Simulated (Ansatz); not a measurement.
# CH₄B₂FGa: geometry optimisation

Aim: relax CH₄B₂FGa at this level.

Program: Ansatz 0.2.0. Level of theory: RKS PBE0-D4/def2-SVP. These are calculated values, not measurements.

### 1 The system as given

9 atoms, charge 0, spin multiplicity 1.

Atoms are counted from 1 here; the program's logs count them from 0.

Bond lengths: B1–Ga2 2.193 Å, B1–C3 1.633 Å, B1–B4 1.710 Å, B1–H6 1.248 Å, B1–H7 1.247 Å, C3–B4 1.525 Å, C3–H8 1.106 Å, C3–H9 1.106 Å, B4–F5 1.334 Å. Angles: Ga2–B1–C3 139.7°, Ga2–B1–B4 85.5°, Ga2–B1–H6 75.4°, Ga2–B1–H7 75.3°, C3–B1–B4 54.2°, C3–B1–H6 121.7°, C3–B1–H7 121.3°, B4–B1–H6 118.6°, B4–B1–H7 119.8°, H6–B1–H7 110.7°, B1–C3–B4 65.4°, B1–C3–H8 116.6°, B1–C3–H9 118.4°, B4–C3–H8 118.0°, B4–C3–H9 118.7°, H8–C3–H9 112.3°, B1–B4–C3 60.3°, B1–B4–F5 159.0° and more.

Geometry (Å):

```
B     0.0443    0.2157    0.7165
Ga   -1.3663    1.8944    0.7074
C     0.6526   -0.9056   -0.3036
B    -0.3289    0.0692   -0.9457
F    -0.8652    0.3607   -2.1315
H     0.7199    1.1952    1.0925
H    -0.8107   -0.0849    1.5728
H     0.3211   -1.9490   -0.1464
H     1.7217   -0.8419   -0.5791
```

### 2 Relaxation

input.yaml

```yaml
crystal:
  periodic: [false, false, false]
  atoms:
    - { symbol: B, position_ang: [0.044268, 0.215688, 0.716519] }
    - { symbol: Ga, position_ang: [-1.36627, 1.894389, 0.707405] }
    - { symbol: C, position_ang: [0.652646, -0.905591, -0.303599] }
    - { symbol: B, position_ang: [-0.328921, 0.06918, -0.945653] }
    - { symbol: F, position_ang: [-0.865216, 0.360729, -2.131545] }
    - { symbol: H, position_ang: [0.719929, 1.195164, 1.092514] }
    - { symbol: H, position_ang: [-0.810742, -0.084937, 1.572784] }
    - { symbol: H, position_ang: [0.321085, -1.949039, -0.146406] }
    - { symbol: H, position_ang: [1.721721, -0.841884, -0.579119] }
basis:
  gaussian: { orbitals: def2-SVP }
hamiltonian:
  xc: pbe0
  dispersion: d4
output:
  forces: true
relax:
  f_tol: 0.003
  max_steps: 120
```

Run with:

```sh
> ansatz run input.yaml --threads 1 --pin off --max-ram 2560MiB --backend cpu --events-out ev --progress --plain --runs-dir out
```

Output:

```text
Warning: RAYON_NUM_THREADS=1 ignored (pool sized by the plan → 1); use --threads N
The last accepted step is kept in <dir> (removed where the run ends without a failure and the disk answers)
Engine: ansatz 0.2.0, aarch64-unknown-linux-gnu
Functional definition: PBE0
  parameter a = 0.25
  parameter kappa = 0.804
  parameter beta = 0.06672455060314922
  exchange = (1 - a)*pbe_x(kappa = kappa, mu = beta*pi^2/3) + a*exact_x
  correlation = pbe_c(beta = beta)
1185 factors; integrals over basis functions are off by at most 3.0e-4 eV
mean field evaluation 1: about -57518.7595 eV, gradient 5.5e1 eV
mean field evaluation 2: about -57490.6504 eV, gradient 1.0e2 eV
mean field evaluation 4: about -57526.6116 eV, gradient 8.7e0 eV
mean field evaluation 8: about -57526.7957 eV, gradient 6.7e-1 eV
mean field evaluation 16: about -57526.7968 eV, gradient 6.2e-5 eV
mean field -57526.79683966 eV, -2114.0707907942 hartree, gradient 6.3e-5 eV, S^2 0.000000; 0 other end points of the search recorded, 0 dependent functions left out
the calculation of the forces begins
reference -57526.79686816 eV, -2114.0707918416 hartree; 30, 30 occupied and 78, 78 virtual orbitals, 1185 factors
relax step   1: F+E_penalty+E_count = -57526.97433842 eV  Δ(F+E_penalty+E_count) = +0.000e0 eV  max|allowed force component| = 4.691e-1 eV/Å  Δτ_max = 0.0000 Å  (28 SCF iters, accepted)
these checks for a lower state are left out or cut short: starts, cluster_reference, orbital_swaps, neighbouring_geometries, increment
1185 factors; integrals over basis functions are off by at most 3.1e-4 eV
mean field -57526.80817638 eV, -2114.0712074111 hartree, gradient 1.3e-5 eV, S^2 0.000000; 0 other end points of the search recorded, 0 dependent functions left out
the calculation of the forces begins
reference -57526.80820481 eV, -2114.0712084556 hartree; 30, 30 occupied and 78, 78 virtual orbitals, 1185 factors
relax step   2: F+E_penalty+E_count = -57526.98411649 eV  Δ(F+E_penalty+E_count) = -9.778e-3 eV  max|allowed force component| = 1.898e-1 eV/Å  Δτ_max = 0.0307 Å  (31 SCF iters, accepted)
these checks for a lower state are left out or cut short: starts, cluster_reference, orbital_swaps, neighbouring_geometries, increment
1185 factors; integrals over basis functions are off by at most 3.1e-4 eV
mean field -57526.80902089 eV, -2114.0712384460 hartree, gradient 1.2e-5 eV, S^2 0.000000; 0 other end points of the search recorded, 0 dependent functions left out
the calculation of the forces begins
reference -57526.80904928 eV, -2114.0712394895 hartree; 30, 30 occupied and 78, 78 virtual orbitals, 1185 factors
relax step   3: F+E_penalty+E_count = -57526.98529006 eV  Δ(F+E_penalty+E_count) = -1.174e-3 eV  max|allowed force component| = 1.755e-2 eV/Å  Δτ_max = 0.0061 Å  (26 SCF iters, accepted)
these checks for a lower state are left out or cut short: starts, cluster_reference, orbital_swaps, neighbouring_geometries, increment
1185 factors; integrals over basis functions are off by at most 3.1e-4 eV
mean field evaluation 32: about -57526.7672 eV, gradient 2.4e-1 eV
mean field -57526.80903606 eV, -2114.0712390034 hartree, gradient 6.8e-6 eV, S^2 0.000000; 0 other end points of the search recorded, 0 dependent functions left out
the calculation of the forces begins
reference -57526.80906445 eV, -2114.0712400470 hartree; 30, 30 occupied and 78, 78 virtual orbitals, 1185 factors
relax step   4: F+E_penalty+E_count = -57526.98531137 eV  Δ(F+E_penalty+E_count) = -2.131e-5 eV  max|allowed force component| = 5.578e-3 eV/Å  Δτ_max = 0.0013 Å  (24 SCF iters, accepted)
these checks for a lower state are left out or cut short: starts, cluster_reference, orbital_swaps, neighbouring_geometries, increment
1185 factors; integrals over basis functions are off by at most 3.1e-4 eV
mean field -57526.80917260 eV, -2114.0712440215 hartree, gradient 1.2e-5 eV, S^2 0.000000; 0 other end points of the search recorded, 0 dependent functions left out
the calculation of the forces begins
reference -57526.80920100 eV, -2114.0712450649 hartree; 30, 30 occupied and 78, 78 virtual orbitals, 1185 factors
relax step   5: F+E_penalty+E_count = -57526.98541874 eV  Δ(F+E_penalty+E_count) = -1.074e-4 eV  max|allowed force component| = 3.788e-3 eV/Å  Δτ_max = 0.0140 Å  (32 SCF iters, accepted)
these checks for a lower state are left out or cut short: starts, cluster_reference, orbital_swaps, neighbouring_geometries, increment
1185 factors; integrals over basis functions are off by at most 2.9e-4 eV
mean field -57526.75249343 eV, -2114.0691611003 hartree, gradient 1.6e-5 eV, S^2 0.000000; 0 other end points of the search recorded, 0 dependent functions left out
the calculation of the forces begins
reference -57526.75252170 eV, -2114.0691621390 hartree; 30, 30 occupied and 78, 78 virtual orbitals, 1185 factors
relax step   6: F+E_penalty+E_count = -57526.93126024 eV  Δ(F+E_penalty+E_count) = +5.416e-2 eV  max|allowed force component| = 1.448e0 eV/Å  Δτ_max = 0.0413 Å  (31 SCF iters, rejected (line search))
these checks for a lower state are left out or cut short: starts, cluster_reference, orbital_swaps, neighbouring_geometries, increment
1185 factors; integrals over basis functions are off by at most 3.1e-4 eV
mean field -57526.80918665 eV, -2114.0712445375 hartree, gradient 1.2e-5 eV, S^2 0.000000; 0 other end points of the search recorded, 0 dependent functions left out
the calculation of the forces begins
reference -57526.80921503 eV, -2114.0712455807 hartree; 30, 30 occupied and 78, 78 virtual orbitals, 1185 factors
relax step   7: F+E_penalty+E_count = -57526.98544840 eV  Δ(F+E_penalty+E_count) = -2.966e-5 eV  max|allowed force component| = 1.685e-3 eV/Å  Δτ_max = 0.0074 Å  (25 SCF iters, accepted)
these checks for a lower state are left out or cut short: starts, cluster_reference, orbital_swaps, neighbouring_geometries, increment
1185 factors; integrals over basis functions are off by at most 3.1e-4 eV
mean field -57526.80916608 eV, -2114.0712437817 hartree, gradient 1.4e-5 eV, S^2 0.000000; 0 other end points of the search recorded, 0 dependent functions left out
the calculation of the forces begins
reference -57526.80919447 eV, -2114.0712448250 hartree; 30, 30 occupied and 78, 78 virtual orbitals, 1185 factors
relax step   8: F+E_penalty+E_count = -57526.98545655 eV  Δ(F+E_penalty+E_count) = -8.151e-6 eV  max|allowed force component| = 2.828e-3 eV/Å  Δτ_max = 0.0079 Å  (25 SCF iters, accepted)
1185 factors; integrals over basis functions are off by at most 3.1e-4 eV
mean field evaluation 64: about -57526.7676 eV, gradient 2.2e-1 eV
mean field -57526.80916608 eV, -2114.0712437817 hartree, gradient 1.4e-5 eV, S^2 0.000000; 1 other end points of the search recorded, 0 dependent functions left out
the calculation of the forces begins
reference -57526.80919447 eV, -2114.0712448250 hartree; 30, 30 occupied and 78, 78 virtual orbitals, 1185 factors
Total energy: -57526.98548494 eV, -2114.0777233802 hartree
Atom 0 at     0.046423     0.208891     0.720704 Å, force    -0.000908    -0.001793     0.001678 eV/Å
Atom 1 at    -1.335966     1.894936     0.678452 Å, force     0.000103    -0.000901    -0.000006 eV/Å
Atom 2 at     0.649373    -0.899050    -0.301660 Å, force     0.002486    -0.002118    -0.000848 eV/Å
Atom 3 at    -0.326890     0.072462    -0.939425 Å, force    -0.001299     0.002828    -0.000955 eV/Å
Atom 4 at    -0.887652     0.342979    -2.105535 Å, force     0.000877    -0.000607     0.002400 eV/Å
Atom 5 at     0.723006     1.172935     1.103989 Å, force    -0.000174     0.000300    -0.000960 eV/Å
Atom 6 at    -0.821965    -0.083451     1.554095 Å, force    -0.000612     0.001636    -0.001268 eV/Å
Atom 7 at     0.330421    -1.940155    -0.162688 Å, force     0.000128     0.000935     0.000565 eV/Å
Atom 8 at     1.711751    -0.815848    -0.565032 Å, force    -0.000601    -0.000277    -0.000607 eV/Å
Dipole moment:    -0.042489     0.037785    -0.041463 e Å
```

Wall time 61 s (1 thread of Arm Neoverse V1, shared host); peak memory 0.25 GiB.

Along the way: (the energy doesn't fall at every step)

| step | energy from step 1 (eV) | largest force component (eV/Å) |
| --- | --- | --- |
| 1 | 0.0000 | 0.4691 |
| 2 | -0.0098 | 0.1898 |
| 3 | -0.0110 | 0.0176 |
| 4 | -0.0110 | 0.0056 |
| 5 | -0.0111 | 0.0038 |
| 6 | 0.0431 | 1.4478 |
| 7 | -0.0111 | 0.0017 |
| 8 | -0.0111 | 0.0028 |

Distances of close pairs at the start and the end, largest changes first:

| bond | before (Å) | after (Å) | change (Å) |
| --- | --- | --- | --- |
| B1–Ga2 | 2.193 | 2.181 | -0.012 |
| B4–F5 | 1.334 | 1.322 | -0.012 |
| B1–C3 | 1.633 | 1.624 | -0.010 |
| B1–H6 | 1.248 | 1.239 | -0.009 |
| C3–H8 | 1.106 | 1.098 | -0.008 |
| B1–H7 | 1.247 | 1.239 | -0.008 |
| C3–H9 | 1.106 | 1.098 | -0.008 |
| C3–B4 | 1.525 | 1.518 | -0.007 |

### 3 What came out

| quantity | value |
| --- | --- |
| energy gained | 0.0111 eV |
| root mean square move | 0.026 Å |
| dipole moment | 0.34 D |

In words: Bond lengths: B1–Ga2 2.181 Å, B1–C3 1.624 Å, B1–B4 1.707 Å, B1–H6 1.239 Å, B1–H7 1.239 Å, C3–B4 1.518 Å, C3–H8 1.098 Å, C3–H9 1.098 Å, B4–F5 1.322 Å. Angles: Ga2–B1–C3 138.7°, Ga2–B1–B4 84.5°, Ga2–B1–H6 75.6°, Ga2–B1–H7 75.6°, C3–B1–B4 54.1°, C3–B1–H6 121.5°, C3–B1–H7 121.5°, B4–B1–H6 118.9°, B4–B1–H7 118.8°, H6–B1–H7 111.0°, B1–C3–B4 65.7°, B1–C3–H8 117.4°, B1–C3–H9 117.3°, B4–C3–H8 118.3°, B4–C3–H9 118.2°, H8–C3–H9 112.5°, B1–B4–C3 60.1°, B1–B4–F5 159.1° and more. No frequencies were computed here.
